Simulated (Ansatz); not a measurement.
# C3H6OSi: the cost of one run

All numbers below are computed with Ansatz 0.2.0 (RKS PBE-D4/6-31G*).

### 1 Starting point

Bond lengths: C1–O2 1.408 Å, O2–C3 1.351 Å, C3–C4 1.172 Å, C4–Si5 1.879 Å, C1–H6 1.139 Å, C1–H7 1.045 Å, C1–H8 1.099 Å, Si5–H9 1.515 Å, Si5–H10 1.494 Å, Si5–H11 1.448 Å. Angles (14 of 15 angles, heavy atoms first): C1–O2–C3 112.6°, O2–C3–C4 173.3°, C3–C4–Si5 173.1°, O2–C1–H6 109.3°, O2–C1–H7 111.6°, O2–C1–H8 107.9°, C4–Si5–H9 110.9°, C4–Si5–H10 107.8°, C4–Si5–H11 111.6°, H6–C1–H7 110.4°, H6–C1–H8 105.5°, H7–C1–H8 111.8°, H9–Si5–H10 106.1°, H9–Si5–H11 109.7°.

Structure file:

```xyz
11

C     0.1938   -1.8949    1.6773
O     1.0465   -1.5211    0.6208
C     0.5807   -0.4588   -0.0715
C     0.3060    0.5033   -0.6825
Si   -0.3438    1.9627   -1.6708
H     0.0535   -1.0093    2.3797
H     0.5674   -2.7189    2.2003
H    -0.8004   -2.0953    1.2550
H    -1.6310    2.4903   -1.0715
H     0.6509    3.0718   -1.5566
H    -0.5584    1.6133   -3.0593
```

### 2 End point A

The input, input.yaml:

```yaml
crystal:
  periodic: [false, false, false]
  atoms:
    - { symbol: C, position_ang: [0.1938, -1.8949, 1.6773] }
    - { symbol: O, position_ang: [1.0465, -1.5211, 0.6208] }
    - { symbol: C, position_ang: [0.5807, -0.4588, -0.0715] }
    - { symbol: C, position_ang: [0.306, 0.5033, -0.6825] }
    - { symbol: Si, position_ang: [-0.3438, 1.9627, -1.6708] }
    - { symbol: H, position_ang: [0.0535, -1.0093, 2.3797] }
    - { symbol: H, position_ang: [0.5674, -2.7189, 2.2003] }
    - { symbol: H, position_ang: [-0.8004, -2.0953, 1.255] }
    - { symbol: H, position_ang: [-1.631, 2.4903, -1.0715] }
    - { symbol: H, position_ang: [0.6509, 3.0718, -1.5566] }
    - { symbol: H, position_ang: [-0.5584, 1.6133, -3.0593] }
basis:
  gaussian: { orbitals: "6-31G*" }
hamiltonian:
  xc: pbe
  dispersion: d4
relax:
  f_tol: 0.015
  max_steps: 40
```

The run is started by

```
$ ansatz run input.yaml --threads 1 --pin off --max-ram 2048MiB --backend cpu --events-out ev --progress --plain --runs-dir out
```

What time and memory should one allow on 1 thread of AMD EPYC 7R43 (Zen 3), shared host?

About 20 s, with a peak of 0.14 GiB.
